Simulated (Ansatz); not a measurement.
Born–Oppenheimer molecular dynamics of a periodic cell of 16 atoms, Li (start crystal Li, start structure bcc, volume 1.05 times the crystal's). It starts from a structure without forces on its atoms.

Computed with DFT PBE, scalar-relativistic, plane waves, PAW (Ansatz 0.2.0). Settings: accuracy low, cutoff 420 eV, k mesh 2x2x2, fermi-dirac smearing 0.1 eV, no spin polarisation.

| Item | Value |
| --- | --- |
| ensemble | NVT, Langevin thermostat |
| time step | 1.5 fs |
| steps asked | 200 |
| set temperature | 900 K |
| friction | 0.02 /fs |
| seed | 797621 |

Frames 15 fs apart, positions in Å, forces in eV/Å.

Velocities at 120.0 fs (Å/ps):

```
Li 5.76 13.34 8.19
Li -20.53 -6.83 4.36
Li -7.59 9.06 -11.10
Li -15.04 7.02 -7.10
Li -7.48 20.94 -3.64
Li 22.43 -1.02 -2.54
Li 15.78 0.53 -0.72
Li 2.59 12.14 -3.71
Li -0.35 5.40 12.57
Li -9.38 18.53 6.08
Li -10.44 17.62 -12.49
Li 8.48 4.91 1.13
Li -1.27 5.87 4.41
Li 17.75 -6.01 -10.80
Li -9.83 7.19 -4.87
Li -1.43 -13.39 -26.67
```

```xyz
16
Lattice="7.0944 0.0000 0.0000 0.0000 7.0944 0.0000 0.0000 0.0000 7.0944" Properties=species:S:1:pos:R:3:forces:R:3 time_fs=120.0 energy_less_start_eV=1.423 T=992
Li 0.394 0.101 -0.243 -0.21 -0.19 0.00
Li 3.851 -0.326 0.468 0.20 -0.06 -0.52
Li 0.504 4.280 -0.527 -0.01 -0.33 -0.27
Li -0.113 -0.630 2.912 0.59 0.59 -0.24
Li 1.869 1.875 1.279 0.02 0.06 0.09
Li 3.564 3.847 -0.170 0.30 -0.18 -0.29
Li 3.478 0.204 2.974 0.01 0.05 0.06
Li 5.549 1.748 1.453 0.08 0.04 -0.04
Li 0.896 3.453 3.367 -0.42 -0.17 0.44
Li 2.094 4.953 1.666 -0.18 0.51 -0.04
Li 2.378 1.727 5.390 -0.03 0.08 -0.08
Li 3.747 3.505 3.177 0.09 0.06 0.12
Li 5.916 4.483 1.579 -0.26 0.20 -0.02
Li 5.356 1.627 4.609 0.28 0.08 0.28
Li 2.327 6.007 4.986 -0.10 -0.40 0.01
Li 5.451 5.644 4.612 -0.36 -0.34 0.50
16
Lattice="7.0944 0.0000 0.0000 0.0000 7.0944 0.0000 0.0000 0.0000 7.0944" Properties=species:S:1:pos:R:3:forces:R:3 time_fs=135.0 energy_less_start_eV=1.513 T=596
Li 0.444 0.294 -0.102 -0.21 -0.28 -0.12
Li 3.691 -0.314 0.369 0.32 0.13 -0.41
Li 0.367 4.352 -0.704 -0.02 -0.21 0.05
Li -0.291 -0.529 2.844 0.69 0.74 -0.20
Li 1.835 2.190 1.280 0.14 -0.10 0.07
Li 3.821 3.820 -0.188 -0.11 -0.06 -0.31
Li 3.685 0.245 2.945 -0.08 0.11 -0.07
Li 5.581 1.948 1.373 0.11 -0.15 -0.01
Li 0.805 3.481 3.482 -0.44 0.08 0.10
Li 1.930 5.212 1.758 0.05 0.04 -0.08
Li 2.230 1.882 5.138 0.14 -0.03 0.14
Li 3.949 3.504 3.180 -0.47 -0.04 0.07
Li 5.750 4.616 1.683 0.10 0.19 -0.34
Li 5.585 1.543 4.527 0.16 0.17 0.37
Li 2.246 6.146 4.939 -0.09 -0.42 -0.08
Li 5.384 5.432 4.357 -0.28 -0.18 0.82
16
Lattice="7.0944 0.0000 0.0000 0.0000 7.0944 0.0000 0.0000 0.0000 7.0944" Properties=species:S:1:pos:R:3:forces:R:3 time_fs=150.0 energy_less_start_eV=1.507 T=603
Li 0.556 0.475 0.002 -0.26 -0.37 -0.21
Li 3.712 -0.194 0.167 0.25 0.12 -0.18
Li 0.380 4.398 -0.739 -0.04 -0.14 0.13
Li -0.253 -0.229 2.761 0.32 0.36 0.11
Li 1.847 2.309 1.351 0.22 -0.04 0.09
Li 3.854 3.861 -0.238 -0.19 -0.10 -0.26
Li 3.769 0.260 2.857 -0.05 0.08 -0.02
Li 5.574 2.081 1.442 0.29 -0.26 -0.23
Li 0.638 3.517 3.483 -0.41 0.08 -0.02
Li 1.762 5.323 1.837 0.35 -0.03 -0.16
Li 2.035 1.973 5.053 0.29 -0.09 0.09
Li 4.141 3.373 3.183 -0.83 -0.13 0.19
Li 5.691 4.707 1.681 0.22 0.47 -0.40
Li 5.738 1.494 4.673 -0.01 0.14 0.34
Li 2.276 6.214 4.853 -0.18 -0.39 -0.08
Li 5.381 5.232 4.338 0.03 0.29 0.60
16
Lattice="7.0944 0.0000 0.0000 0.0000 7.0944 0.0000 0.0000 0.0000 7.0944" Properties=species:S:1:pos:R:3:forces:R:3 time_fs=165.0 energy_less_start_eV=1.310 T=687
Li 0.747 0.559 -0.058 -0.33 -0.32 -0.18
Li 3.866 0.011 0.049 0.09 0.06 -0.10
Li 0.387 4.504 -0.643 0.05 -0.21 0.05
Li -0.198 0.081 2.596 0.13 0.10 0.47
Li 1.843 2.371 1.563 0.09 -0.02 -0.01
Li 3.806 3.968 -0.379 -0.21 -0.18 -0.05
Li 3.854 0.240 2.926 0.01 0.07 -0.19
Li 5.672 2.166 1.447 0.22 0.01 -0.37
Li 0.342 3.639 3.584 -0.05 0.04 -0.29
Li 1.635 5.518 1.699 0.48 -0.26 0.05
Li 1.825 2.083 5.059 0.39 -0.09 -0.07
Li 4.031 3.270 3.134 -0.41 0.20 0.19
Li 5.752 4.928 1.525 -0.12 0.29 0.00
Li 5.699 1.499 4.814 0.00 0.11 0.27
Li 2.265 6.156 4.662 -0.25 -0.30 0.12
Li 5.447 5.096 4.541 -0.09 0.50 0.12
16
Lattice="7.0944 0.0000 0.0000 0.0000 7.0944 0.0000 0.0000 0.0000 7.0944" Properties=species:S:1:pos:R:3:forces:R:3 time_fs=180.0 energy_less_start_eV=1.221 T=839
Li 0.821 0.569 -0.266 -0.19 -0.32 -0.01
Li 4.102 0.008 -0.111 -0.12 0.01 0.01
Li 0.353 4.645 -0.548 0.07 -0.40 -0.11
Li -0.067 0.368 2.501 0.11 -0.16 0.53
Li 1.925 2.352 1.657 -0.01 0.00 -0.28
Li 3.823 4.032 -0.514 -0.15 -0.19 0.10
Li 3.808 0.299 2.967 0.12 0.11 -0.14
Li 5.774 2.207 1.216 -0.07 0.26 -0.31
Li 0.126 3.563 3.427 0.03 0.07 -0.24
Li 1.633 5.563 1.550 0.51 -0.20 0.22
Li 1.700 2.390 5.111 0.39 -0.09 -0.10
Li 3.883 3.481 3.136 0.09 0.15 0.14
Li 5.805 5.148 1.480 -0.31 0.19 0.14
Li 5.775 1.468 4.946 -0.10 0.19 0.04
Li 2.247 5.883 4.566 -0.26 -0.13 0.10
Li 5.616 5.202 4.706 -0.13 0.51 -0.10
16
Lattice="7.0944 0.0000 0.0000 0.0000 7.0944 0.0000 0.0000 0.0000 7.0944" Properties=species:S:1:pos:R:3:forces:R:3 time_fs=195.0 energy_less_start_eV=1.257 T=926
Li 0.765 0.513 -0.570 0.14 -0.31 0.27
Li 4.294 -0.117 -0.257 -0.35 0.12 0.02
Li 0.359 4.619 -0.478 -0.24 -0.47 -0.19
Li 0.112 0.658 2.534 0.04 -0.63 0.40
Li 1.916 2.367 1.652 0.25 0.15 -0.43
Li 3.804 4.016 -0.677 0.05 -0.13 0.17
Li 3.767 0.418 2.981 0.12 0.06 0.02
Li 5.857 2.251 1.010 -0.22 0.27 -0.27
Li -0.012 3.502 3.235 -0.10 0.30 -0.04
Li 1.723 5.410 1.391 0.42 0.14 0.39
Li 1.599 2.701 5.048 0.32 -0.26 -0.02
Li 3.814 3.841 3.268 0.24 -0.17 -0.12
Li 5.707 5.341 1.490 -0.08 0.14 0.16
Li 5.927 1.500 5.047 -0.35 0.35 -0.20
Li 2.132 5.642 4.494 -0.26 0.23 0.04
Li 5.777 5.519 4.758 0.03 0.20 -0.20
16
Lattice="7.0944 0.0000 0.0000 0.0000 7.0944 0.0000 0.0000 0.0000 7.0944" Properties=species:S:1:pos:R:3:forces:R:3 time_fs=210.0 energy_less_start_eV=1.571 T=836
Li 0.829 0.345 -0.736 0.26 -0.15 0.40
Li 4.428 -0.315 -0.336 -0.46 0.32 -0.10
Li 0.433 4.492 -0.469 -0.52 -0.14 0.02
Li 0.214 0.769 2.732 0.09 -0.53 0.05
Li 1.999 2.427 1.548 0.16 0.09 -0.30
Li 3.855 3.942 -0.905 0.13 -0.05 0.33
Li 3.656 0.479 3.115 0.13 0.07 0.13
Li 5.889 2.480 0.918 -0.22 -0.17 -0.28
Li -0.270 3.537 3.078 0.16 0.37 0.24
Li 1.867 5.278 1.440 0.21 0.29 0.21
Li 1.467 2.835 4.997 0.36 -0.48 -0.18
Li 3.778 4.077 3.433 0.52 -0.38 -0.40
Li 5.626 5.630 1.645 0.16 -0.04 0.07
Li 6.117 1.615 5.072 -0.65 0.37 -0.06
Li 1.953 5.406 4.394 -0.38 0.66 0.06
Li 5.971 5.862 4.687 0.05 -0.24 -0.17
16
Lattice="7.0944 0.0000 0.0000 0.0000 7.0944 0.0000 0.0000 0.0000 7.0944" Properties=species:S:1:pos:R:3:forces:R:3 time_fs=225.0 energy_less_start_eV=1.773 T=1004
Li 0.959 0.093 -0.748 0.08 0.28 0.27
Li 4.290 -0.519 -0.440 -0.38 0.30 -0.20
Li 0.461 4.405 -0.465 -0.45 0.01 0.15
Li 0.418 0.766 2.947 -0.03 -0.29 -0.17
Li 2.132 2.371 1.574 0.04 0.27 -0.33
Li 3.893 3.859 -1.000 -0.03 -0.08 0.35
Li 3.436 0.624 3.324 0.25 -0.13 0.25
Li 5.870 2.686 0.800 -0.16 -0.46 -0.14
Li -0.543 3.675 3.006 0.44 0.06 0.33
Li 1.782 5.325 1.591 0.16 0.17 0.05
Li 1.377 2.720 5.000 0.42 -0.39 -0.24
Li 3.846 4.307 3.539 0.29 -0.26 -0.45
Li 5.573 5.940 1.761 0.19 0.07 -0.03
Li 6.011 1.707 4.976 -0.51 0.13 0.16
Li 1.692 5.260 4.356 -0.08 0.51 -0.04
Li 6.162 5.943 4.622 -0.24 -0.19 0.05
16
Lattice="7.0944 0.0000 0.0000 0.0000 7.0944 0.0000 0.0000 0.0000 7.0944" Properties=species:S:1:pos:R:3:forces:R:3 time_fs=240.0 energy_less_start_eV=2.136 T=1092
Li 1.028 -0.071 -0.594 -0.14 0.41 -0.02
Li 3.961 -0.674 -0.527 -0.08 0.23 -0.15
Li 0.442 4.244 -0.445 -0.21 0.21 0.28
Li 0.585 0.648 3.121 -0.41 -0.05 -0.23
Li 2.035 2.374 1.508 0.08 0.22 -0.19
Li 3.831 3.731 -1.066 -0.19 -0.09 0.14
Li 3.188 0.741 3.612 0.48 -0.22 0.12
Li 5.738 2.624 0.626 -0.09 -0.48 0.17
Li -0.669 3.804 2.911 0.68 -0.61 -0.06
Li 1.691 5.603 1.812 0.20 -0.17 -0.35
Li 1.273 2.538 4.969 0.34 -0.09 -0.11
Li 4.079 4.550 3.512 -0.49 -0.13 -0.25
Li 5.708 6.097 1.735 0.05 0.27 -0.25
Li 5.806 1.693 4.879 -0.26 -0.02 0.06
Li 1.484 5.178 4.279 0.69 0.06 0.20
Li 6.323 5.705 4.499 -0.66 0.46 0.64
16
Lattice="7.0944 0.0000 0.0000 0.0000 7.0944 0.0000 0.0000 0.0000 7.0944" Properties=species:S:1:pos:R:3:forces:R:3 time_fs=255.0 energy_less_start_eV=2.735 T=1002
Li 1.113 -0.029 -0.415 -0.48 0.37 -0.32
Li 3.628 -0.759 -0.554 0.33 -0.02 -0.09
Li 0.250 3.989 -0.350 0.21 0.67 -0.07
Li 0.540 0.447 3.124 -0.33 0.57 0.22
Li 1.903 2.441 1.496 0.17 0.01 0.01
Li 3.575 3.370 -1.157 0.05 0.22 0.21
Li 3.015 0.862 3.925 0.62 -0.45 -0.22
Li 5.708 2.518 0.561 -0.45 -0.74 0.18
Li -0.577 3.642 2.721 0.60 -0.36 0.08
Li 1.653 5.773 1.943 0.46 -0.57 -0.46
Li 1.373 2.458 4.891 -0.46 -0.16 0.06
Li 4.302 4.684 3.459 -0.97 -0.22 -0.27
Li 5.968 6.297 1.714 -0.40 -0.01 -0.47
Li 5.617 1.731 4.853 0.16 -0.08 -0.08
Li 1.503 4.903 4.295 0.53 0.25 0.25
Li 6.274 5.539 4.418 -0.04 0.53 0.96
16
Lattice="7.0944 0.0000 0.0000 0.0000 7.0944 0.0000 0.0000 0.0000 7.0944" Properties=species:S:1:pos:R:3:forces:R:3 time_fs=270.0 energy_less_start_eV=3.192 T=723
Li 1.227 0.231 -0.383 -0.67 0.36 -0.20
Li 3.422 -0.903 -0.536 0.58 -0.25 -0.08
Li 0.053 3.900 -0.329 0.37 0.76 -0.07
Li 0.393 0.402 3.016 0.28 0.89 0.83
Li 1.870 2.514 1.518 0.38 -0.11 0.01
Li 3.409 3.097 -1.260 0.54 0.47 0.73
Li 2.933 0.750 4.174 0.37 -0.59 -0.47
Li 5.729 2.243 0.501 -0.55 -0.75 0.13
Li -0.407 3.414 2.612 0.13 0.24 0.43
Li 1.784 5.814 1.996 0.25 -0.55 -0.33
Li 1.442 2.555 4.849 -1.15 -0.86 -0.13
Li 4.238 4.698 3.293 -0.36 -0.27 -0.21
Li 6.062 6.569 1.690 -0.83 -0.53 -0.72
Li 5.382 1.800 4.783 0.53 -0.13 -0.23
Li 1.627 4.687 4.425 0.04 1.11 -0.12
Li 6.179 5.590 4.623 0.10 0.22 0.44
16
Lattice="7.0944 0.0000 0.0000 0.0000 7.0944 0.0000 0.0000 0.0000 7.0944" Properties=species:S:1:pos:R:3:forces:R:3 time_fs=285.0 energy_less_start_eV=2.689 T=1339
Li 1.391 0.706 -0.403 -0.47 -0.16 0.06
Li 3.281 -1.194 -0.417 0.43 -0.19 -0.10
Li 0.115 3.957 -0.446 0.01 0.24 0.26
Li 0.334 0.430 3.000 0.26 0.31 0.35
Li 1.767 2.614 1.574 0.72 -0.12 -0.03
Li 3.425 2.908 -1.286 -0.04 0.52 0.73
Li 2.951 0.342 4.247 0.25 -0.11 -0.33
Li 5.707 1.899 0.540 -0.17 0.14 -0.04
Li -0.231 3.410 2.748 -0.49 0.46 0.12
Li 1.987 5.692 2.026 -0.45 -0.04 -0.38
Li 1.305 2.455 4.699 -0.51 -0.48 -0.19
Li 4.083 4.747 3.185 0.33 -0.43 0.03
Li 5.761 6.643 1.546 -0.37 -0.66 -0.24
Li 5.236 1.882 4.719 0.71 -0.27 -0.42
Li 1.750 4.758 4.523 -0.14 0.65 0.01
Li 6.149 5.798 4.781 -0.08 0.13 0.17
```

Of the whole run (300 fs, mean temperature of the second half 941 K): A run of 0.3 ps of so small a system gives no equilibrium averages. Limits of this set-up: coarse k mesh, low accuracy level.

The run took 7.2 min on 1 thread of INTEL(R) XEON(R) PLATINUM 8581C CPU @ 2.10GHz (Emerald Rapids), on a shared host, peak memory 0.58 GiB.
